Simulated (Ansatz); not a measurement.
# CH5BrOSi: the cost of one run

Method: the settings change from run to run; program: Ansatz 0.2.0, Gaussian basis.

## 1. The relaxed structure

The geometry comes from an earlier relaxation with PBE0-D4 in a triple-zeta def2 set; it is a stationary point, not always the lowest conformer.

9 atoms, charge 0, spin multiplicity 1.

Atoms are counted from 1 here; the program's logs count them from 0.

Bond lengths: C1–O2 1.413 Å, C1–H5 1.095 Å, C1–H6 1.090 Å, C1–H7 1.094 Å, O2–Si3 1.626 Å, Si3–Br4 2.226 Å, Si3–H8 1.483 Å, Si3–H9 1.474 Å. Angles: O2–C1–H5 111.4°, O2–C1–H6 108.0°, O2–C1–H7 110.8°, H5–C1–H6 108.8°, H5–C1–H7 108.8°, H6–C1–H7 109.0°, C1–O2–Si3 124.5°, O2–Si3–Br4 111.0°, O2–Si3–H8 111.4°, O2–Si3–H9 106.9°, Br4–Si3–H8 105.8°, Br4–Si3–H9 108.6°, H8–Si3–H9 113.2°.

As a file:

| atom | x (Å) | y (Å) | z (Å) |
| --- | --- | --- | --- |
| C1 | -0.52785 | 0.45809 | -1.19441 |
| O2 | 0.12576 | -0.61247 | -0.54452 |
| Si3 | 0.44633 | -0.66399 | 1.04864 |
| Br4 | 1.80236 | 0.99708 | 1.64535 |
| H5 | -1.47430 | 0.70711 | -0.70218 |
| H6 | -0.73589 | 0.15200 | -2.21995 |
| H7 | 0.10683 | 1.34878 | -1.21116 |
| H8 | -0.78555 | -0.48877 | 1.85482 |
| H9 | 1.13079 | -1.94413 | 1.30631 |

## 2. r2SCAN0/aug-pcseg-2

Options: density fitting with cc-pVTZ-jkfit, D3(BJ) dispersion.

in.yaml

```yaml
crystal:
  periodic: [false, false, false]
  atoms:
    - {symbol: C, position_ang: [-0.527846, 0.458090, -1.194410]}
    - {symbol: O, position_ang: [0.125762, -0.612474, -0.544523]}
    - {symbol: Si, position_ang: [0.446334, -0.663989, 1.048643]}
    - {symbol: Br, position_ang: [1.802358, 0.997076, 1.645353]}
    - {symbol: H, position_ang: [-1.474299, 0.707111, -0.702178]}
    - {symbol: H, position_ang: [-0.735893, 0.152000, -2.219951]}
    - {symbol: H, position_ang: [0.106835, 1.348785, -1.211159]}
    - {symbol: H, position_ang: [-0.785545, -0.488768, 1.854819]}
    - {symbol: H, position_ang: [1.130795, -1.944132, 1.306306]}
basis:
  gaussian: {orbitals: aug-pcseg-2, fitting: {mean_field: cc-pVTZ-jkfit}}
hamiltonian: {xc: {name: r2SCAN0}, dispersion: d3bj}
output: {forces: true}
```

Run with:

```sh
ansatz run in.yaml --threads 4 --pin off --events-out ev --progress --plain --max-ram 10444MiB
```

What time and memory should one allow on 4 threads of Intel Xeon Platinum 8488C, shared host?

About 4.8 s, with a peak of 0.68 GiB.
